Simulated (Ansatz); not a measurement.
**GaP₂H (singlet): from Hartree-Fock to the top rungs, cc-pVDZ**

The task here is to estimate one member of a computed series from the others.

Computed with Ansatz 0.2.0, Gaussian basis. Level: cc-pVDZ, core rule «outside noble gas», up to 24 orbitals frozen.

Plan: UHF; CCSD(T) on RHF; CCSD(T) on UHF; BCCD(T) on RHF; CISD; CCSDT(Q) on RHF; CCSDT(Q) on UHF.

23 further runs of the same task are left out: 5 for a known fault of the program, 7 that didn't finish, 11 set aside as unsound or not needed.

## What is computed

The geometry is a PBE0/def2-TZVP stationary point (not a proven minimum). No spin-orbit coupling is included. The filled d shell of Ga may be among the frozen orbitals whatever the setting's name suggests; the logs give the count.

4 atoms, charge 0, spin multiplicity 1.

Atoms are counted from 1 here; the program's logs count them from 0.

Bond lengths: Ga1–P2 2.530 Å, Ga1–P3 2.598 Å, P2–P3 2.012 Å, P3–H4 1.430 Å. Angles: P2–Ga1–P3 46.2°, Ga1–P2–P3 68.7°, Ga1–P3–P2 65.1°, Ga1–P3–H4 171.4°, P2–P3–H4 106.3°.

Geometry (Å):

```xyz
4
GaHP2
Ga    0.00000   -0.07656    1.12733
P     0.00000    1.10422   -1.10998
P     0.00000   -0.89490   -1.33827
H     0.00000   -1.13676   -2.74769
```

Set-up of the first run:

in.yaml

```yaml
crystal:
  periodic: [false, false, false]
  atoms:
    - {symbol: Ga, position_ang: [0.000000, -0.076559, 1.127333]}
    - {symbol: P, position_ang: [0.000000, 1.104224, -1.109985]}
    - {symbol: P, position_ang: [0.000000, -0.894896, -1.338266]}
    - {symbol: H, position_ang: [0.000000, -1.136760, -2.747692]}
basis:
  gaussian: {orbitals: cc-pVDZ}
magnetization: {spin_polarized: true, initial_magnetization: 0}
hamiltonian: {xc: hf}
output: {orbitals: {seedname: orbitals}}
```

On the command line:

```sh
$ ansatz run in.yaml --threads 1 --pin off --events-out ev --progress --plain --max-ram 2393MiB
```

Among the steps run: UHF; CCSD(T) on RHF; CCSD(T) on UHF; BCCD(T) on RHF; CISD; CCSDT(Q) on RHF; CCSDT(Q) on UHF.

One of the session's tables, all rows but one given; the rest of the session is left out.

| method | from RCCSDT(Q) (kJ/mol) |
| --- | --- |
| RHF | ? |
| UHF | +870.0 |
| RMP2 | +139.4 |
| RCCSD | +48.6 |
| RCCSD(T) | +7.0 |
| BCCD(T) | +6.7 |
| RCCSDT | +4.3 |
| RCCSDT(Q) | 0 |

Q: Estimate the row for RHF from the others.

**Answer.** from RCCSDT(Q) (kJ/mol): +874.3. In the column «from RCCSDT(Q) (kJ/mol)» it is the highest.

Not comparable, so not listed: CCSD(T) on UHF; CCSDT(Q) on UHF (they don't share determinant, frozen orbitals or solution with the rows shown, or repeat one).

With the free atoms at the same levels and basis (separate runs), the atomisation energy is 7.416 eV at RCCSDT(Q), 7.369 eV at RCCSD(T), 4.057 eV at RHF.

Caveats from the session: Warnings: restricted reference is unstable; spin contamination.
